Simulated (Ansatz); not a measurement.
# BLYP/6-31G(d) (spherical functions) run of C2H7AlO (SMILES C[CH2][AlH][OH])

Aim: the electronic atomisation energy of C2H7AlO at BLYP/6-31G* (spherical functions), from 5 runs. 

The calculation is run with Ansatz 0.2.0.

61 further runs of the same task are left out: 61 set aside as unsound or not needed.

### Step 1. The system as given

The species is C2H7AlO (11 atoms), meant as a singlet with charge 0. As SMILES, `C[CH2][AlH][OH]`. The shape is that of a PBE0-D4/def2-TZVP optimisation. This is one conformer, not always the lowest.

Bond lengths: C1–C2 1.529 Å, C2–Al3 1.957 Å, Al3–O4 1.701 Å, C1–H5 1.094 Å, C1–H6 1.094 Å, C1–H7 1.094 Å, C2–H8 1.098 Å, C2–H9 1.098 Å, Al3–H10 1.582 Å, O4–H11 0.956 Å. Some angles: C1–C2–Al3 116.3°, C2–Al3–O4 121.1°, C1–C2–H8 110.2°, C1–C2–H9 110.2°, Al3–C2–H8 107.6°, Al3–C2–H9 107.6°, C2–C1–H5 111.7°, C2–C1–H6 112.3°, C2–C1–H7 111.7°, C2–Al3–H10 123.9°.

### Step 2. The energy at BLYP/6-31G(d) (spherical functions)

run.yaml

```yaml
crystal:
  periodic: [false, false, false]
  atoms:
    - symbol: C
      position_ang: [-1.111600, 0.829400, 0.106400]
    - symbol: C
      position_ang: [0.175900, 0.388000, 0.802000]
    - symbol: Al
      position_ang: [1.254500, -0.947900, -0.137800]
    - symbol: O
      position_ang: [0.762600, -1.576800, -1.639300]
    - symbol: H
      position_ang: [-1.791000, -0.011900, -0.058700]
    - symbol: H
      position_ang: [-1.662600, 1.575000, 0.687600]
    - symbol: H
      position_ang: [-0.910600, 1.273300, -0.872900]
    - symbol: H
      position_ang: [-0.049300, -0.010000, 1.800700]
    - symbol: H
      position_ang: [0.818800, 1.256800, 0.997900]
    - symbol: H
      position_ang: [2.622300, -1.522700, 0.412400]
    - symbol: H
      position_ang: [-0.043800, -1.310100, -2.077800]
basis:
  gaussian:
    orbitals: 6-31G_st_-spherical.json
hamiltonian:
  xc: {name: BLYP}
accuracy: high
output: {orbitals: {seedname: orbitals}}
```

The basis set 6-31G* is read from a file made from the Basis Set Exchange's data (not shown).

On the command line:

```sh
ansatz run run.yaml --threads 1 --pin off --max-ram 3480MiB --events-out events.jsonl --progress --plain --runs-dir runs
```

The program printed:

```text
Warning: RAYON_NUM_THREADS=1 ignored (pool sized by the plan → 1); use --threads N
Functional definition: BLYP
  name "BLYP"
  parameter beta = 0.0042
  parameter a = 0.04918
  parameter b = 0.132
  parameter c = 0.2533
  parameter d = 0.349
  exchange = b88_x(beta = beta)
  correlation = lyp_c(a = a, b = b, c = c, d = d)
1781 factors; integrals over basis functions are off by at most 3.5e-9 eV
mean field evaluation 1: about -10814.9739 eV, gradient 8.5e1 eV
mean field evaluation 2: about -10748.8001 eV, gradient 1.8e2 eV
mean field evaluation 4: about -10830.2178 eV, gradient 1.5e1 eV
mean field evaluation 8: about -10830.7298 eV, gradient 3.8e-1 eV
mean field evaluation 16: about -10830.7301 eV, gradient 1.1e-5 eV
mean field -10830.73014251 eV, -398.0219914045 hartree, gradient 6.6e-8 eV, S^2 0.000000; 0 other end points of the search recorded, 0 dependent functions left out
reference -10830.73020102 eV, -398.0219935549 hartree; 20, 20 occupied and 54, 54 virtual orbitals, 1781 factors
Total energy: -10830.73020102 eV, -398.0219935549 hartree
```

Run time: 5.7 s. Hardware: 1 thread of Arm Neoverse V2, shared host; peak memory 0.2 GiB.

### Step 3. The Al atom, same level

job.yaml

```yaml
crystal:
  periodic: [false, false, false]
  atoms:
    - {symbol: Al, position_ang: [0.000000, 0.000000, 0.000000]}
basis:
  gaussian:
    orbitals: 6-31G_st_-spherical.json
magnetization:
  spin_polarized: true
  initial_magnetization: 1
hamiltonian:
  xc: {name: BLYP}
accuracy: high
```

The basis set 6-31G* is read from a file made from the Basis Set Exchange's data (not shown).

Run the same way, it converges to -242.35136 Eh (log not shown).

### Step 4. The C atom at the same level

input.yaml

```yaml
crystal:
  periodic: [false, false, false]
  atoms:
    - {symbol: C, position_ang: [0.000000, 0.000000, 0.000000]}
basis:
  gaussian:
    orbitals: 6-31G_st_-spherical.json
hamiltonian:
  xc: {name: BLYP}
accuracy: high
magnetization:
  spin_polarized: true
  initial_magnetization: 2
```

The basis set 6-31G* is read from a file made from the Basis Set Exchange's data (not shown).

Run the same way, it converges to -37.82999 Eh (log not shown).

### Step 5. The H atom at the same level

input.yaml

```yaml
basis:
  gaussian: {orbitals: "6-31G*"}
crystal:
  periodic: [false, false, false]
  atoms:
    - {symbol: H, position_ang: [0.000000, 0.000000, 0.000000]}
accuracy: high
hamiltonian: {xc: {name: BLYP}}
magnetization: {spin_polarized: true, initial_magnetization: 1}
```

Run the same way, it converges to -0.49545 Eh (log not shown).

### Step 6. The O atom at the same level

input.yaml

```yaml
basis:
  gaussian:
    orbitals: 6-31G_st_-spherical.json
crystal:
  periodic: [false, false, false]
  atoms:
    - {symbol: O, position_ang: [0.000000, 0.000000, 0.000000]}
magnetization:
  spin_polarized: true
  initial_magnetization: 2
hamiltonian:
  xc: {name: BLYP}
accuracy: high
```

The basis set 6-31G* is read from a file made from the Basis Set Exchange's data (not shown).

Run the same way, it converges to -75.04555 Eh (log not shown).

### Step 7. Outcome

At BLYP/6-31G* (spherical functions):

```
                     quantity          value
       molecule: total energy  -398.02199 Eh
        molecule: HOMO energy       -5.87 eV
        molecule: LUMO energy       -0.90 eV
      molecule: HOMO–LUMO gap        4.97 eV
        Al atom: total energy  -242.35136 Eh
                Al atom: ⟨S²⟩          0.752
         C atom: total energy   -37.82999 Eh
                 C atom: ⟨S²⟩          2.002
         H atom: total energy    -0.49545 Eh
                 H atom: ⟨S²⟩          0.750
         O atom: total energy   -75.04555 Eh
                 O atom: ⟨S²⟩          2.002
electronic atomisation energy      40.735 eV
```

Taking the molecule apart into free atoms costs 40.73 eV (3930 kJ/mol), before zero-point energy and without spin-orbit coupling.
